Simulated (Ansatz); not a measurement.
**C₃H₁₁BSi: one species, many methods**

Aim: compute C₃H₁₁BSi with functionals from several rungs and with coupled cluster. The yardstick is the atomisation energy at the CCSD(T) limit.

Method: functionals in def2-TZVPP, the program's frozen cores in correlated methods; program: Ansatz 0.2.0, Gaussian basis.

Levels to be run: LDA (SPW92), PBE-D4, revPBE-D4, BLYP-D4, r2SCAN-D4, B97M-V, PBE0-D4, B3LYP-D4, r2SCANh-D4, r2SCAN0-D4, HSE06-D4, BHLYP-D4, CAM-B3LYP-D4, LC-ωPBE, ωB97X-V, ωB97M-V, B2PLYP, PBE-QIDH; CCSD(T)/def2-SVP; CCSD(T)/def2-TZVPP; MP2/def2-QZVPP; extrapolation to the limit; RPA on PBE.

## Step 1: Structure used throughout

All runs share one geometry, relaxed beforehand with PBE0-D4 in a triple-zeta def2 set.

SMILES `BCC(C)[SiH3]`, 16 atoms, charge 0, spin multiplicity 1.

Atoms are counted from 1 here; the program's logs count them from 0.

Bond lengths: B1–C2 1.549 Å, B1–H6 1.198 Å, B1–H7 1.199 Å, C2–C3 1.529 Å, C2–H8 1.097 Å, C2–H9 1.113 Å, C3–C4 1.526 Å, C3–Si5 1.883 Å, C3–H10 1.098 Å, C4–H11 1.095 Å, C4–H12 1.094 Å, C4–H13 1.093 Å, Si5–H14 1.489 Å, Si5–H15 1.491 Å, Si5–H16 1.490 Å. Angles: C2–B1–H6 120.2°, C2–B1–H7 120.9°, H6–B1–H7 118.6°, B1–C2–C3 119.1°, B1–C2–H8 112.6°, B1–C2–H9 99.3°, C3–C2–H8 111.6°, C3–C2–H9 109.3°, H8–C2–H9 102.9°, C2–C3–C4 112.7°, C2–C3–Si5 109.4°, C2–C3–H10 108.2°, C4–C3–Si5 111.4°, C4–C3–H10 108.9°, Si5–C3–H10 106.0°, C3–C4–H11 110.9°, C3–C4–H12 111.1°, C3–C4–H13 112.1° and more.

## Step 2: LDA

This LDA is Slater exchange with PW92 correlation.

in.yaml reads:

```yaml
crystal:
  periodic: [false, false, false]
  atoms:
    - {symbol: B, position_ang: [-0.215025, 2.142339, 0.777142]}
    - {symbol: C, position_ang: [0.278063, 0.679476, 0.898921]}
    - {symbol: C, position_ang: [0.351512, -0.188743, -0.357820]}
    - {symbol: C, position_ang: [1.187203, -1.448535, -0.153573]}
    - {symbol: Si, position_ang: [-1.392405, -0.607574, -0.932853]}
    - {symbol: H, position_ang: [-0.528491, 2.756845, 1.756212]}
    - {symbol: H, position_ang: [-0.204769, 2.710390, -0.279049]}
    - {symbol: H, position_ang: [-0.193303, 0.143902, 1.732597]}
    - {symbol: H, position_ang: [1.308231, 0.868175, 1.276398]}
    - {symbol: H, position_ang: [0.799892, 0.409538, -1.161442]}
    - {symbol: H, position_ang: [2.210028, -1.195048, 0.144071]}
    - {symbol: H, position_ang: [0.765250, -2.077676, 0.636092]}
    - {symbol: H, position_ang: [1.246661, -2.054344, -1.061644]}
    - {symbol: H, position_ang: [-1.381363, -1.330138, -2.234338]}
    - {symbol: H, position_ang: [-2.194898, 0.640005, -1.078761]}
    - {symbol: H, position_ang: [-2.059387, -1.471314, 0.082249]}
basis:
  gaussian: {orbitals: def2-TZVPP}
hamiltonian: {xc: lda}
output: {orbitals: {seedname: orbitals}}
```

Launch:

```console
$ ansatz run in.yaml --threads 4 --pin off --events-out ev --progress --plain --max-ram 10444MiB
```

After this run come: PBE-D4 (GGA); revPBE-D4 (GGA); BLYP-D4 (GGA); r2SCAN-D4 (meta-GGA); B97M-V (meta-GGA); B3LYP-D4 (hybrid); r2SCANh-D4 (hybrid); r2SCAN0-D4 (hybrid); HSE06-D4 (hybrid); BHLYP-D4 (hybrid); CAM-B3LYP-D4 (range-separated); LC-ωPBE (range-separated); ωB97X-V (range-separated); ωB97M-V (range-separated); B2PLYP (double hybrid); PBE-QIDH (double hybrid); CCSD(T) in def2-SVP; CCSD(T) in def2-TZVPP; MP2 in def2-QZVPP; RPA on PBE orbitals.

**Question.** What will the summary of the whole plan be? Wanted: atomisation energy, CCSD(T)/CBS; farthest beyond LDA; mean size of error, GGA; mean size of error, meta-GGA; mean size of error, hybrid; mean size of error, range-separated; mean size of error, double hybrid; gap, smallest and largest; T1 diagnostic.

The runs gave:

```
                               quantity                                                                                                        value
        atomisation energy, CCSD(T)/CBS                                                                                                5783.3 kJ/mol
 functionals within 28.9 kJ/mol (0.5 %)  r2SCAN-D4, B97M-V, PBE0-D4, B3LYP-D4, r2SCANh-D4, r2SCAN0-D4, HSE06-D4, LC-ωPBE, ωB97X-V, ωB97M-V, PBE-QIDH
                    farthest beyond LDA                                                                                      BHLYP-D4 (-65.4 kJ/mol)
                mean size of error, GGA                                                                                                  44.4 kJ/mol
           mean size of error, meta-GGA                                                                                                  25.1 kJ/mol
             mean size of error, hybrid                                                                                                  25.1 kJ/mol
    mean size of error, range-separated                                                                                                  27.8 kJ/mol
      mean size of error, double hybrid                                                                                                  28.0 kJ/mol
              gap, smallest and largest                                                                    4.41 eV (LDA (SPW92)), 11.87 eV (LC-ωPBE)
                          T1 diagnostic                                                                                                       0.0101
triples share of the correlation energy                                                                                                        3.6 %
```

The LDA atomisation energy is off by 692.7 kJ/mol (12 %): it overbinds. PBE-D4 misses by +53.9 kJ/mol. Double hybrids carry the basis error of their MP2 part in triple zeta, and no dispersion term here, so their miss is partly the set-up's. The rungs hybrid, meta-GGA, range-separated, double hybrid miss on average by less than the doubt on the reference (28.9 kJ/mol), so they tie. Misses under about 28.9 kJ/mol are within the doubt on the reference itself, which lacks core-valence correlation, relativity and higher excitations. Hartree-Fock recovers 77 % of the binding; the rest is correlation. CCSD(T) in def2-SVP is off by -234.3 kJ/mol, worse than the median functional, from the basis alone. The gap grows from 4.4 to 11.9 eV across the functionals, mostly with the share of exact exchange.
